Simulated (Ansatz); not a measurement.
**InN₃H₆: one species, many methods**

The task here is to estimate one member of a computed series from the others.

Program: Ansatz 0.2.0, Gaussian basis. Level of theory: functionals in def2-TZVPP, the program's frozen cores in correlated methods. These are calculated values, not measurements.

Plan: LDA (SPW92), PBE-D4, revPBE-D4, BLYP-D4, r2SCAN-D4, B97M-V, PBE0-D4, B3LYP-D4, r2SCANh-D4, r2SCAN0-D4, HSE06-D4, BHLYP-D4, CAM-B3LYP-D4, LC-ωPBE, ωB97X-V, ωB97M-V, B2PLYP, PBE-QIDH; CCSD(T)/def2-SVP; CCSD(T)/def2-TZVPP; MP2/def2-QZVPP; extrapolation to the limit; RPA on PBE.

### Structure used throughout

The geometry comes from an earlier relaxation with PBE0-D4 in a triple-zeta def2 set; it is a stationary point, not always the lowest conformer. In takes the def2 core potential; no spin-orbit term is included.

10 atoms, charge 0, spin multiplicity 1.

Atoms are counted from 1 here; the program's logs count them from 0.

Bond lengths: N1–In2 2.025 Å, N1–H5 1.010 Å, N1–H6 1.010 Å, In2–N3 2.026 Å, In2–N4 2.025 Å, N3–H7 1.010 Å, N3–H8 1.010 Å, N4–H9 1.010 Å, N4–H10 1.010 Å. Angles: In2–N1–H5 116.1°, In2–N1–H6 116.6°, H5–N1–H6 108.4°, N1–In2–N3 119.7°, N1–In2–N4 120.5°, N3–In2–N4 119.6°, In2–N3–H7 116.1°, In2–N3–H8 116.1°, H7–N3–H8 108.3°, In2–N4–H9 116.1°, In2–N4–H10 116.6°, H9–N4–H10 108.4°.

Set-up of the first run:

Input file in.yaml:

```yaml
crystal:
  periodic: [false, false, false]
  atoms:
    - {symbol: N, position_ang: [-1.823548, 0.620434, -0.639443]}
    - {symbol: In, position_ang: [-0.010052, 0.001830, 0.017106]}
    - {symbol: N, position_ang: [0.527548, -1.939548, -0.203336]}
    - {symbol: N, position_ang: [1.200674, 1.267013, 1.034942]}
    - {symbol: H, position_ang: [-2.233959, 0.079891, -1.387534]}
    - {symbol: H, position_ang: [-1.911593, 1.600060, -0.868749]}
    - {symbol: H, position_ang: [1.178577, -2.300117, 0.479826]}
    - {symbol: H, position_ang: [-0.229351, -2.601630, -0.299782]}
    - {symbol: H, position_ang: [2.180763, 1.023655, 1.056773]}
    - {symbol: H, position_ang: [1.120931, 2.248402, 0.810197]}
basis:
  gaussian: {orbitals: def2-TZVPP}
hamiltonian: {xc: lda}
output: {orbitals: {seedname: orbitals}}
```

Started as:

```bash
$ ansatz run in.yaml --threads 4 --pin off --events-out ev --progress --plain --max-ram 10444MiB
```

Among the steps run: LDA; PBE-D4 (GGA); revPBE-D4 (GGA); BLYP-D4 (GGA); r2SCAN-D4 (meta-GGA); B97M-V (meta-GGA); PBE0-D4 (hybrid); B3LYP-D4 (hybrid); r2SCANh-D4 (hybrid); r2SCAN0-D4 (hybrid); HSE06-D4 (hybrid); BHLYP-D4 (hybrid); CAM-B3LYP-D4 (range-separated); LC-ωPBE (range-separated); ωB97X-V (range-separated); ωB97M-V (range-separated); B2PLYP (double hybrid); PBE-QIDH (double hybrid).

One table of the session follows, with a row left open; its other results are not shown here.

It belongs to the step «Orbital energies across the functionals». 

| functional | HOMO (eV) | gap (eV) |
| --- | --- | --- |
| LDA (SPW92) | -5.57 | 3.86 |
| PBE-D4 | -5.38 | 3.88 |
| revPBE-D4 | -5.31 | 3.91 |
| BLYP-D4 | -5.25 | 3.75 |
| r2SCAN-D4 | -5.66 | 4.48 |
| B97M-V | -5.69 | 4.26 |
| PBE0-D4 | -6.77 | 6.13 |
| B3LYP-D4 | -6.52 | 5.54 |
| r2SCANh-D4 | -6.18 | 5.31 |
| r2SCAN0-D4 | -6.97 | 6.54 |
| HSE06-D4 | -6.36 | 5.36 |
| BHLYP-D4 | -8.07 | 8.15 |
| CAM-B3LYP-D4 | ? | ? |
| LC-ωPBE | -9.62 | 11.16 |
| ωB97X-V | -9.22 | 10.53 |
| ωB97M-V | -9.13 | 10.15 |

Estimate the missing values for CAM-B3LYP-D4.

As computed: HOMO (eV): -8.20; gap (eV): 8.42. In the column «HOMO (eV)» it lies between ωB97M-V (-9.13) and BHLYP-D4 (-8.07).
